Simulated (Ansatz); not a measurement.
Here is an Ansatz input file for CH4GeOS, SMILES C1[O][GeH2][S]1. Write the same calculation for the Python package.

```yaml
crystal:
  periodic: [false, false, false]
  atoms:
    - { symbol: C, position_ang: [-0.3177, 1.0618, -0.198] }
    - { symbol: O, position_ang: [0.1403, 0.4688, 0.9499] }
    - { symbol: Ge, position_ang: [0.3457, -1.1543, 0.2495] }
    - { symbol: S, position_ang: [-0.326, -0.1827, -1.5173] }
    - { symbol: H, position_ang: [0.3052, 1.9316, -0.5311] }
    - { symbol: H, position_ang: [-1.3921, 1.5007, -0.018] }
    - { symbol: H, position_ang: [1.9074, -1.5155, 0.145] }
    - { symbol: H, position_ang: [-0.5707, -2.1674, 0.8641] }
basis:
  gaussian:
    orbitals: def2-SVP
hamiltonian:
  xc: pbe0
  dispersion: d4
relax:
  f_tol: 0.005
```

`opt_ch4geos.py`
```python
"""Minimum-energy structure of CH4GeOS."""

from dataclasses import dataclass
import itertools

import ansatz as az
from ase.data import atomic_numbers, covalent_radii
import numpy as np


@dataclass
class Settings:
    basis_set: str = "def2-SVP"
    functional: str = "pbe0"
    dispersion: str = "d4"


settings = Settings()

GEOMETRY = """
C    -0.31770    1.06180   -0.19800
O     0.14030    0.46880    0.94990
Ge    0.34570   -1.15430    0.24950
S    -0.32600   -0.18270   -1.51730
H     0.30520    1.93160   -0.53110
H    -1.39210    1.50070   -0.01800
H     1.90740   -1.51550    0.14500
H    -0.57070   -2.16740    0.86410
"""

ch4geos = az.Crystal.molecule()
for line in GEOMETRY.strip().splitlines():
    symbol, *xyz = line.split()
    ch4geos = ch4geos.atom(symbol, [float(v) for v in xyz])

model = (
    ch4geos.calculation()
    .basis(gaussian=settings.basis_set)
    .functional(settings.functional, dispersion=settings.dispersion)
)
symbols = [site.symbol for site in ch4geos.cartesian_sites]
start = np.array([site.position_ang for site in ch4geos.cartesian_sites], dtype=float)
summary = model.relax(force_tolerance=0.005).run().report
end = np.array(summary["positions_ang"])

for key in ("converged", "free_energy_ev", "reference_energy_ev", "n_frozen", "n_occupied", "n_virtual"):
    print(f"{key:22s} {summary[key]}")

# pairs closer than 1.2 times the sum of covalent radii, before or after
radius = [covalent_radii[atomic_numbers[s]] for s in symbols]
span = lambda where, i, j: np.linalg.norm(where[i] - where[j])
bonded = [(i, j) for i, j in itertools.combinations(range(len(symbols)), 2) if min(span(start, i, j), span(end, i, j)) < 1.2 * (radius[i] + radius[j])]
print("pair        before    after (A)")
for i, j in bonded:
    print(f"{symbols[i]}{i}-{symbols[j]}{j}".ljust(10), f"{span(start, i, j):8.4f} {span(end, i, j):8.4f}")
```

`python opt_ch4geos.py` gives:
```text
converged              True
free_energy_ev         -70475.78670432443
reference_energy_ev    -70475.62773070644
n_frozen               0
n_occupied             [33, 33]
n_virtual              [65, 65]
pair        before    after (A)
C0-O1        1.3708   1.4025
C0-S3        1.8137   1.8729
C0-H4        1.1205   1.1034
C0-H5        1.1745   1.1034
O1-Ge2       1.7797   1.8060
Ge2-S3       2.1253   2.2224
Ge2-H6       1.6063   1.5396
Ge2-H7       1.4980   1.5396
```

Caveats:
- The settings weren't tested for convergence.
- The end point is the stationary point reached from this start; no frequency run checks that it is a minimum, and the basis set is modest.
- Total less reference energy is the dispersion correction.
- Wall time of the script: 45 s on 1 thread of Intel(R) Xeon(R) Platinum 8259CL CPU @ 2.50GHz (Skylake/Cascade Lake), on a shared host, peak memory 0.31 GiB.

(Lines on the test bed's own set-up are left out of the output.)
